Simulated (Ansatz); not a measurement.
# Hf3ZrTe8: the cost of one run

Program: Ansatz 0.2.0. Level of theory: DFT PBE, scalar-relativistic, plane waves, PAW. These are calculated values, not measurements.

1 further run of the same task is left out (set aside as unsound or not needed). Runs told in other sessions of the task aren't counted.

## 1. The starting structure

It takes space group P-3m1 (No. 164, trigonal). The conventional cell has a = 7.949 Å, b = 7.949 Å, c = 7.169 Å, α = 90.00°, β = 90.00°, γ = 120.00°. Around Zr (site symmetry -3m) lie 6 Te at 2.92 Å. Hf (site symmetry 2/m) is surrounded by 6 Te at 2.90 Å. Te (site symmetry m) is surrounded by 2 Hf at 2.90 Å and 1 Zr at 2.92 Å. Around Te (site symmetry 3m) lie 3 Hf at 2.90 Å.

Coordinates:

```cif
data_structure
_symmetry_space_group_name_H-M 'P-3m1'
_symmetry_Int_Tables_number 164
_cell_length_a 7.9490
_cell_length_b 7.9490
_cell_length_c 7.1691
_cell_angle_alpha 90.000
_cell_angle_beta 90.000
_cell_angle_gamma 120.000
_cell_volume 392.30
loop_
_atom_site_label
_atom_site_type_symbol
_atom_site_symmetry_multiplicity
_atom_site_Wyckoff_symbol
_atom_site_fract_x
_atom_site_fract_y
_atom_site_fract_z
_atom_site_occupancy
Zr1 Zr 1 a 0.00000 0.00000 0.00000 1
Hf1 Hf 3 e 0.00000 0.50000 0.00000 1
Te1 Te 6 i 0.33542 0.16771 0.75149 1
Te2 Te 2 d 0.33333 0.66667 0.75260 1
```

The cell was relaxed beforehand at this level, from a generated guess; it is a trial structure. At a tolerance of 0.05 Å it has space group P-3m1 (No. 164); it has 32.69 Å³/atom, an uncorrected energy of -0.84 eV/atom over the elements.

## 2. Static run: bands, density of states and charges

Input file input.yaml:

```yaml
crystal:
  lattice:
    - [7.9490396908, 2.89e-08, 0.0]
    - [-3.9745198704, 6.8840702935, 0.0]
    - [0.0, 0.0, 7.169062]
  atoms:
    - { symbol: Zr, position: [0.0, 0.0, 0.0] }
    - { symbol: Hf, position: [0.0, 0.5, 0.0] }
    - { symbol: Hf, position: [0.5, 0.0, 0.0] }
    - { symbol: Hf, position: [0.5, 0.5, 0.0] }
    - { symbol: Te, position: [0.33542, 0.16771, 0.751494] }
    - { symbol: Te, position: [0.3333333333, 0.6666666667, 0.752603] }
    - { symbol: Te, position: [0.83229, 0.16771, 0.751494] }
    - { symbol: Te, position: [0.83229, 0.66458, 0.751494] }
    - { symbol: Te, position: [0.16771, 0.33542, 0.248506] }
    - { symbol: Te, position: [0.16771, 0.83229, 0.248506] }
    - { symbol: Te, position: [0.6666666667, 0.3333333333, 0.247397] }
    - { symbol: Te, position: [0.66458, 0.83229, 0.248506] }
basis:
  ecutwfc: 420
kpoints:
  mp_grid: { grid: [6, 6, 6] }
  band_path:
    path:
      - [[0.0, 0.0, 0.0], [0.5, 0.0, 0.0], [0.33333333, 0.33333333, 0.0], [0.0, 0.0, 0.0], [0.0, 0.0, 0.5], [0.5, 0.0, 0.5], [0.33333333, 0.33333333, 0.5], [0.0, 0.0, 0.5]]
      - [[0.5, 0.0, 0.5], [0.5, 0.0, 0.0]]
      - [[0.33333333, 0.33333333, 0.5], [0.33333333, 0.33333333, 0.0]]
    npoints: 10
hamiltonian:
  xc: pbe
scf:
  occupations: { method: gaussian, width: 0.1 }
  n_extra_bands: 30
output:
  forces: true
  stress: true
  eigenvalues: true
  populations: true
  dos: { projected: true, de: 0.02, nscf_kmesh: { grid: [8, 8, 8] } }
  bader: false
```

Started as:

```sh
> ansatz run input.yaml --threads 4 --pin off --max-ram 8192MiB --backend cpu --events-out ev --progress --plain --runs-dir out
```

**Question.** How long does this run take on 4 threads of Arm Neoverse V2, shared host, and how much memory does it need?

About 1.8 min, with a peak of 3.4 GiB.
